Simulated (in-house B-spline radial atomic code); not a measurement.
# S⁴⁺: a scan of exact exchange under G0W0

Aim: vary the share of exact exchange in a PBE-based start for S⁴⁺ and follow the mean-field level, the G0W0 level and the RPA energy.

Program: an in-house B-spline radial atomic code, version 1. Level of theory: RPA, second order, AC-SOSEX and G0W0 (contour deformation) on a non-relativistic mean field, all electrons; no spin-orbit coupling, Breit or QED terms. These are calculated values, not measurements, unless marked.

## Step 1: The atom as given

| Property | Result |
| --- | --- |
| element | sulfur (Z = 16) |
| charge | +4 |
| electrons | 12 |
| configuration | [Ne] 3s2 |
| next ion, run as well | [Ne] 3s1 |
| Hamiltonian | non-relativistic, point nucleus |
| shares of exact exchange | 0.00, 0.10, 0.20, 0.30, 0.40, 0.50, 0.60, 0.70, 0.80, 0.90, 1.00 |

The outer shells:

S4+
```
[Ne] core
3s [↑↓]
```

## Step 2: The run with 0 % exact exchange

Settings, as recorded:

```ini
Z = 16
electrons = 12.0
configuration = [Ne] 3s2
hamiltonian = nr
method = pbeh
lmax = 9
exact_exchange_fraction = 0.0
spin_polarised = False
box_radius = 11.96
intervals = 48
```

Started as:

```sh
$ python run_gw.py task.json out
```

task.json lists these runs, among others, and the program works through them in turn.

After this run come: The run with 10 % exact exchange; The run with 20 % exact exchange; The run with 30 % exact exchange; The run with 40 % exact exchange; The run with 50 % exact exchange; The run with 60 % exact exchange; The run with 70 % exact exchange; The run with 80 % exact exchange; The run with 90 % exact exchange; The run with 100 % exact exchange.

What does the calculation give? Wanted: highest level, mean field; highest level, G0W0; RPA correlation energy; RPA+SOSEX.

**Answer**, as computed:

```
                                       quantity                                                          value
highest level, mean field (range over the runs)                                            -71.80 to -65.74 eV
      highest level, G0W0 (range over the runs)                                            -72.93 to -72.56 eV
                         RPA correlation energy                                     -0.7546 to -0.6658 hartree
                                      RPA+SOSEX                                     -0.4742 to -0.4212 hartree
          measured ionisation energy (3s shell)  72.594 eV (NIST Atomic Spectra Database, ionization energies)
            G0W0 removal energy less that value                                           -0.0315 to +0.331 eV
```

In words: G0W0 turns a spread of 6.05 eV among the starts into one of 0.36 eV, 6.0 % of it. Without exact exchange the level is bound too weakly, and G0W0 lowers it by 7.2 eV. Between 0 and 100 % exact exchange the correction keeps its sign; it is smallest at 100 % (-0.76 eV). RPA gives the most correlation at 0 % exact exchange and the least at 100 % exact exchange (12 % apart); over the runs it loosely follows the gap of the start, as smaller excitation energies give more correlation. Against the measured ionisation energy, 72.594 eV, G0W0 is nearest at 90 % exact exchange (-0.0015 eV) and farthest at 0 % exact exchange (+0.33 eV). Relativity, left out here, binds an s electron more tightly: it would raise the computed values, so agreement here owes something to cancelling errors. As differences of total energies the mean miss over the starts is 0.63 eV for mean field, 0.19 eV for RPA, 0.53 eV for RPA+SOSEX.
